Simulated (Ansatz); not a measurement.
# CH₆BGaSi: one species, many methods

The task here is to estimate one member of a computed series from the others.

Computed with Ansatz 0.2.0, Gaussian basis. Level: functionals in def2-TZVPP, the program's frozen cores in correlated methods.

Levels to be run: PBE-D4, r2SCAN-D4, PBE0-D4, B3LYP-D4, ωB97X-V, ωB97M-V, B2PLYP; CCSD(T)/def2-TZVPP; MP2/def2-QZVPP; extrapolation to the limit.

**The geometry**

All runs share one geometry, relaxed beforehand with PBE0-D4 in a triple-zeta def2 set.

10 atoms, charge 0, spin multiplicity 1.

Atoms are counted from 1 here; the program's logs count them from 0.

Bond lengths: B1–C2 1.620 Å, B1–Si3 2.025 Å, B1–H5 1.198 Å, B1–H6 1.198 Å, C2–Si3 1.976 Å, C2–Ga4 2.282 Å, C2–H7 1.094 Å, C2–H10 1.095 Å, Si3–Ga4 2.648 Å, Si3–H8 1.512 Å, Si3–H9 1.512 Å. Angles: C2–B1–Si3 64.5°, C2–B1–H5 117.6°, C2–B1–H6 117.6°, Si3–B1–H5 110.8°, Si3–B1–H6 110.9°, H5–B1–H6 120.7°, B1–C2–Si3 67.7°, B1–C2–Ga4 144.3°, B1–C2–H7 112.3°, B1–C2–H10 112.3°, Si3–C2–Ga4 76.6°, Si3–C2–H7 121.0°, Si3–C2–H10 121.1°, Ga4–C2–H7 85.8°, Ga4–C2–H10 85.8°, H7–C2–H10 112.9°, B1–Si3–C2 47.7°, B1–Si3–Ga4 104.7° and more.

The first run:

in.yaml reads:

```yaml
crystal:
  periodic: [false, false, false]
  atoms:
    - {symbol: B, position_ang: [-1.225048, 0.415282, 0.483074]}
    - {symbol: C, position_ang: [0.130225, 0.684234, -0.362341]}
    - {symbol: Si, position_ang: [0.091975, -1.121887, 0.438034]}
    - {symbol: Ga, position_ang: [2.107710, -0.235354, -1.032872]}
    - {symbol: H, position_ang: [-2.217430, 0.144521, -0.131412]}
    - {symbol: H, position_ang: [-1.296145, 0.885811, 1.582690]}
    - {symbol: H, position_ang: [0.740366, 1.481439, 0.073662]}
    - {symbol: H, position_ang: [0.393556, -1.982861, -0.767367]}
    - {symbol: H, position_ang: [1.426261, -1.156197, 1.147661]}
    - {symbol: H, position_ang: [-0.068469, 0.833911, -1.428228]}
basis:
  gaussian: {orbitals: def2-TZVPP}
hamiltonian: {xc: pbe, dispersion: d4}
output: {forces: true, orbitals: {seedname: orbitals}}
```

Command:

```
ansatz run in.yaml --threads 4 --pin off --events-out ev --progress --plain --max-ram 10444MiB
```

Among the steps run: PBE-D4 (GGA); r2SCAN-D4 (meta-GGA); PBE0-D4 (hybrid); B3LYP-D4 (hybrid); ωB97X-V (range-separated); ωB97M-V (range-separated); B2PLYP (double hybrid); CCSD(T) in def2-TZVPP; MP2 in def2-QZVPP.

One of the session's tables, all rows but one given; the rest of the session is left out.

It belongs to the step «Atomisation energies». 

| method | atomisation energy (kcal/mol) |
| --- | --- |
| PBE-D4 | 772.7 |
| r2SCAN-D4 | ? |
| PBE0-D4 | 764.1 |
| B3LYP-D4 | 759.3 |
| ωB97X-V | 760.5 |
| ωB97M-V | 762.4 |
| B2PLYP | 749.2 |
| HF/def2-TZVPP | 560.1 |
| MP2/def2-TZVPP | 746.8 |
| CCSD/def2-TZVPP | 729.4 |
| CCSD(T)/def2-TZVPP | 741.7 |
| MP2/CBS | 764.5 |
| CCSD(T)/CBS | 759.4 |

**Question.** Estimate the row for r2SCAN-D4.

As computed: atomisation energy (kcal/mol): 767.7. In the column «atomisation energy (kcal/mol)» it lies between MP2/CBS (764.5) and PBE-D4 (772.7).
